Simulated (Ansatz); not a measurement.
# CH₅SeSi+ (SMILES [CH2+][Se][SiH3]): functionals against CCSD(T) at one geometry

How do the functionals fare away from a minimum? The structure is a structure displaced at random from a GFN2-xTB minimum.

Program: Ansatz 0.2.0, Gaussian basis. Level of theory: single points in def2-TZVPP. These are calculated values, not measurements.

Correlated methods freeze the cores. Filled d shells of the heavier atoms are correlated.

**1. Where the work starts**

8 atoms, charge 1, spin multiplicity 1.

Atoms are counted from 1 here; the program's logs count them from 0.

Bond lengths: C1–Se2 1.749 Å, C1–H4 1.185 Å, C1–H5 1.064 Å, Se2–Si3 2.315 Å, Si3–H7 1.617 Å, Si3–H8 1.401 Å. Angles: Se2–C1–H4 122.3°, Se2–C1–H5 115.7°, H4–C1–H5 121.2°, C1–Se2–Si3 103.6°, Se2–Si3–H7 102.4°, Se2–Si3–H8 100.9°, H7–Si3–H8 118.6°.

Coordinates:

```xyz
8
charge 1, multiplicity 1
C    -0.6524    1.1928   -1.1563
Se   -0.8545   -0.5334   -0.9642
Si    0.5252   -1.0477    0.8225
H    -1.1594    1.7949   -2.0425
H     0.0840    1.6428   -0.5337
H    -0.5403   -1.0465    2.1962
H     1.4728    0.2587    0.9181
H     1.0873   -2.2533    0.3840
```

**2. CCSD(T)/def2-TZVPP**

Input file run/in.yaml:

```yaml
crystal:
  periodic: [false, false, false]
  atoms:
    - {symbol: C, position_ang: [-0.652400, 1.192800, -1.156300]}
    - {symbol: Se, position_ang: [-0.854500, -0.533400, -0.964200]}
    - {symbol: Si, position_ang: [0.525200, -1.047700, 0.822500]}
    - {symbol: H, position_ang: [-1.159400, 1.794900, -2.042500]}
    - {symbol: H, position_ang: [0.084000, 1.642800, -0.533700]}
    - {symbol: H, position_ang: [-0.540300, -1.046500, 2.196200]}
    - {symbol: H, position_ang: [1.472800, 0.258700, 0.918100]}
    - {symbol: H, position_ang: [1.087300, -2.253300, 0.384000]}
basis:
  gaussian: {orbitals: def2-TZVPP}
total_charge: 1
correlation: {method: ccsd_t}
output: {forces: true}
```

The command line of these runs was not kept.

**3. PBE0-D4/def2-TZVPP**

run/in.yaml, as its differences from that of step 2:

```diff
@@ -14,3 +14,3 @@
 total_charge: 1
-correlation: {method: ccsd_t}
-output: {forces: true}
+hamiltonian: {xc: pbe0, dispersion: d4}
+output: {forces: true, orbitals: {seedname: orbitals}}
```

**4. wB97M-V/def2-TZVPP**

run/in.yaml, as its differences from that of step 3:

```diff
@@ -14,3 +14,3 @@
 total_charge: 1
-hamiltonian: {xc: pbe0, dispersion: d4}
-output: {forces: true, orbitals: {seedname: orbitals}}
+hamiltonian: {xc: {name: wB97M-V}}
+output: {forces: true}
```

**5. r2SCAN-D4/def2-TZVPP**

run/in.yaml, as its differences from that of step 4:

```diff
@@ -14,3 +14,3 @@
 total_charge: 1
-hamiltonian: {xc: {name: wB97M-V}}
+hamiltonian: {xc: r2scan, dispersion: d4}
 output: {forces: true}
```

**6. PBE-D4/def2-TZVPP**

run/in.yaml, as its differences from that of step 5:

```diff
@@ -14,3 +14,3 @@
 total_charge: 1
-hamiltonian: {xc: r2scan, dispersion: d4}
+hamiltonian: {xc: pbe, dispersion: d4}
 output: {forces: true}
```

**7. HSE06-D4/def2-TZVPP**

run/in.yaml, as its differences from that of step 6:

```diff
@@ -14,3 +14,3 @@
 total_charge: 1
-hamiltonian: {xc: pbe, dispersion: d4}
+hamiltonian: {xc: hse06, dispersion: d4}
 output: {forces: true}
```

**8. B97M-V/def2-TZVPP**

run/in.yaml, as its differences from that of step 7:

```diff
@@ -14,3 +14,3 @@
 total_charge: 1
-hamiltonian: {xc: hse06, dispersion: d4}
+hamiltonian: {xc: {name: B97M-V}}
 output: {forces: true}
```

(Steps that only read results are left out.)

What does the calculation give? Wanted: energy less free atoms, CCSD(T)/def2-TZVPP; RMS force component; RMS force error; HOMO and LUMO, PBE0-D4; T1 diagnostic.

As calculated:

| quantity | value |
| --- | --- |
| energy less free atoms, CCSD(T)/def2-TZVPP | -1587.4 kJ/mol |
| RMS force component | 1.443 to 1.526 eV/Å over the methods |
| RMS force error | PBE0-D4 0.163, wB97M-V 0.186, r2SCAN-D4 0.102, PBE-D4 0.165, HSE06-D4 0.159, B97M-V 0.166 eV/Å |
| HOMO and LUMO, PBE0-D4 | -14.06 and -8.97 eV |
| T1 diagnostic | 0.019 |

**Reading.** Against CCSD(T) the functionals' energies less atoms differ by -84.6 to -37.2 kJ/mol, PBE-D4 by -84.6 kJ/mol. A larger basis would deepen the CCSD(T) value, while the functionals are nearly converged already, so the order here is not reliable. For forces r2SCAN-D4 does best and wB97M-V worst. Frozen-core CCSD(T) forces in triple zeta carry basis errors of their own, and this is one geometry, so small gaps rank nothing. The restricted Hartree–Fock reference is unstable towards an unrestricted one at one or more of these structures.
